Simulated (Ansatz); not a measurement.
# Ga3N: the cost of one run

Program: Ansatz 0.2.0. Level of theory: DFT PBE, scalar-relativistic, plane waves, PAW. These are calculated values, not measurements.

3 further runs of the same task are left out: 1 that didn't finish, 2 set aside as unsound or not needed.

## (1) The starting structure

The structure is cubic, space group Pm-3m (No. 221). Conventional cell: a = 3.880 Å, b = 3.880 Å, c = 3.880 Å, α = 90.00°, β = 90.00°, γ = 90.00°. Ga (site symmetry 4/mmm) is surrounded by 8 Ga at 2.74 Å and 4 N at 2.74 Å. N (site symmetry m-3m) has 12 Ga at 2.74 Å as nearest neighbours.

As a file:

```cif
data_structure
_symmetry_space_group_name_H-M 'P 1'
_symmetry_Int_Tables_number 1
_cell_length_a 3.8802
_cell_length_b 3.8802
_cell_length_c 3.8802
_cell_angle_alpha 90.000
_cell_angle_beta 90.000
_cell_angle_gamma 90.000
_cell_volume 58.42
loop_
_atom_site_label
_atom_site_type_symbol
_atom_site_fract_x
_atom_site_fract_y
_atom_site_fract_z
_atom_site_occupancy
Ga1 Ga 0.00000 0.50000 0.50000 1
Ga2 Ga 0.50000 0.00000 0.50000 1
Ga3 Ga 0.50000 0.50000 0.00000 1
N1 N 0.00000 0.00000 0.00000 1
```

This is candidate A: Cu3Au (L1_2) type (Pm-3m, No. 221).

(A quick probe on a coarse mesh, which set the mesh and smearing, is not shown.)

## (3) Relaxing cell and atoms (candidate A)

File input.yaml:

```yaml
crystal:
  lattice:
    - [3.8802192666, 0.0, 0.0]
    - [0.0, 3.8802192666, 0.0]
    - [0.0, 0.0, 3.8802192666]
  atoms:
    - { symbol: Ga, position: [0.0, 0.5, 0.5] }
    - { symbol: Ga, position: [0.5, 0.0, 0.5] }
    - { symbol: Ga, position: [0.5, 0.5, 0.0] }
    - { symbol: "N", position: [0.0, 0.0, 0.0] }
basis:
  ecutwfc: 420
kpoints:
  mp_grid: { grid: [12, 12, 12] }
hamiltonian:
  xc: pbe
scf:
  occupations: { method: gaussian, width: 0.1 }
output:
  forces: true
  stress: true
  eigenvalues: true
relax:
  adjacent_minimum: "off"
  f_tol: 0.01
  max_steps: 80
  cell: { stress_tol: 0.05 }
```

Started as:

```
$ ansatz run input.yaml --threads 1 --pin off --max-ram 2560MiB --backend cpu --events-out ev --progress --plain --runs-dir out
```

**Question.** How long does this run take on 1 thread of Intel Xeon Platinum 8488C (Sapphire Rapids), shared host, and how much memory does it need?

About 45 s, with a peak of 0.45 GiB.
